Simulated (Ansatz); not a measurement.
CsLiCr2Te2S3:

```
Cs Li Cr Te S
1.0
     3.31929    1.91639    6.87982
    -3.31929    1.91639    6.87982
     0.00000   -3.83279    6.87982
Cs Li Cr Te S
1 1 2 2 3
Cartesian
  0.0000 0.0000 0.0000
  0.0000 0.0000 10.3197
  0.0000 0.0000 16.4802
  0.0000 0.0000 4.1593
  0.0000 0.0000 14.0328
  0.0000 0.0000 6.6067
  -2.4147 0.0000 10.3197
  1.2074 -2.0912 10.3197
  1.2074 2.0912 10.3197
```

The cell was built by a generator and needn't be a form met in nature.

Base run:

```yaml
Program: Ansatz 0.2.0
Functional: PBE
Potentials_or_basis: Ansatz PAW
Cutoff: 420 eV
Density_cutoff: 1680 eV
k_mesh: 5 × 5 × 5
Occupations: fermi-dirac, width 0.05 eV
Spin: collinear spin, ferromagnetic start
Starting_moments: "[0.0, 0.0, 3.0, 3.0, 0.0, 0.0, 0.0, 0.0, 0.0] μB"
```

Its results: band gap on the k mesh none (metal or under the smearing width); pressure 0.0 GPa; net moment 4.00 μB per cell; site moments Cs -0.01; Li +0.01; Cr +2.07; Te -0.15; S -0.06 μB; largest force 0.006 eV/Å.

The run is repeated on the same cell with these changes: functional from PBE to revPBE. What comes out?

Band gap on the k mesh none (metal or under the smearing width); pressure 1.3 GPa; net moment 4.00 μB per cell; site moments Cs -0.01; Li +0.01; Cr +2.11; Te -0.16; S -0.06 μB; largest force 0.099 eV/Å.

revPBE binds less tightly than PBE, so the same cell stands under more pressure.

Caveats: only a ferromagnetic start was run, and an antiferromagnetic order may lie lower in energy; the potentials were made for another functional, which shifts forces and pressure (some runs); the PAW data sets come from PBE, with cores solved anew for the run's functional, which leaves a small shift of forces and pressure (some runs).

Not every run made on this cell is shown here.
